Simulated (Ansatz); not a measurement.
# CH4BrNSi, SMILES Br[SiH]1CN1: a short molecular-dynamics run

Computed with the Python package of Ansatz (0.2.0).

At the Python prompt:
```pycon
>>> import ansatz as az
>>> import numpy as np
>>> BASIS_SET = "def2-SVP"
>>> XC = "hf"
>>> N_STEPS = 20
>>> TEMPERATURE_K = 300
>>> geometry_ang = [
...     ("Br", (-2.3413, 0.6374, -0.533)),
...     ("Si", (-0.2063, 0.7336, -0.5803)),
...     ("C", (0.599, -0.1198, 0.8033)),
...     ("N", (0.3414, -0.8707, -0.3561)),
...     ("H", (0.4762, 1.1353, -1.8479)),
...     ("H", (1.681, 0.1149, 0.9495)),
...     ("H", (0.0809, -0.2711, 1.7218)),
...     ("H", (-0.5388, -1.4167, -0.213)),
... ]
>>> mol = az.Crystal.molecule()
>>> for symbol, xyz in geometry_ang:
...     mol = mol.atom(symbol, xyz)
...
>>> job = mol.calculation()
>>> job = job.basis(gaussian=BASIS_SET)
>>> job = job.functional(XC)
>>> job = job.md("nve", timestep=1.0, steps=N_STEPS, temperature=TEMPERATURE_K, initial_velocities="maxwell_boltzmann", seed=59)
>>> frames = []
>>> job.session().plan().execute(on_event=lambda e: frames.append(e["data"]) if e["event"] == "md_step" else None)
<ansatz.RunOutcome object at 0x...>
>>> print("t (fs)   E_pot (eV)      E_kin (eV)   T (K)   d(0-1) (A)")
t (fs)   E_pot (eV)      E_kin (eV)   T (K)   d(0-1) (A)
>>> for f in frames[::2]:
...     xyz = np.array(f["positions_ang"])
...     print(f"{f['time_fs']:6.2f} {f['lagrangian_ev']:14.5f} {f['e_kin_ev']:10.5f} {f['temperature_k']:8.1f} {np.linalg.norm(xyz[0] - xyz[1]):9.4f}")
...
  0.00   -80422.79344    0.23267    300.0    2.1377
  2.00   -80422.86909    0.30861    397.9    2.1413
  4.00   -80423.05417    0.48735    628.4    2.1482
  6.00   -80423.15856    0.59754    770.5    2.1582
  8.00   -80423.29885    0.73157    943.3    2.1709
 10.00   -80423.27085    0.71031    915.9    2.1856
 12.00   -80423.32928    0.76105    981.3    2.2020
 14.00   -80423.20982    0.65146    840.0    2.2196
 16.00   -80423.22134    0.65571    845.5    2.2379
 18.00   -80423.19760    0.63576    819.7    2.2561
 20.00   -80423.24873    0.68395    881.9    2.2733
>>> kept = np.array([f["conserved_ev"] for f in frames])
>>> print(f"conserved energy moves by at most {1000 * np.ptp(kept):.3f} meV")
conserved energy moves by at most 10.072 meV
```

Caveats:
- Total energies depend on the basis set; only differences at equal settings carry meaning.
- The trajectory is only some femtoseconds long, so its temperature is not equilibrated; where the script doesn't relax first, it starts from a rough generated geometry.
- The temperature counts the internal degrees of freedom alone.
- With hydrogen a step over 0.5 fs is long.
- The whole script took 70 s on 1 thread of Intel(R) Xeon(R) Platinum 8488C (Sapphire Rapids) (shared host), peak memory 0.28 GiB.

(Lines on the test bed's own set-up are left out of the output.)
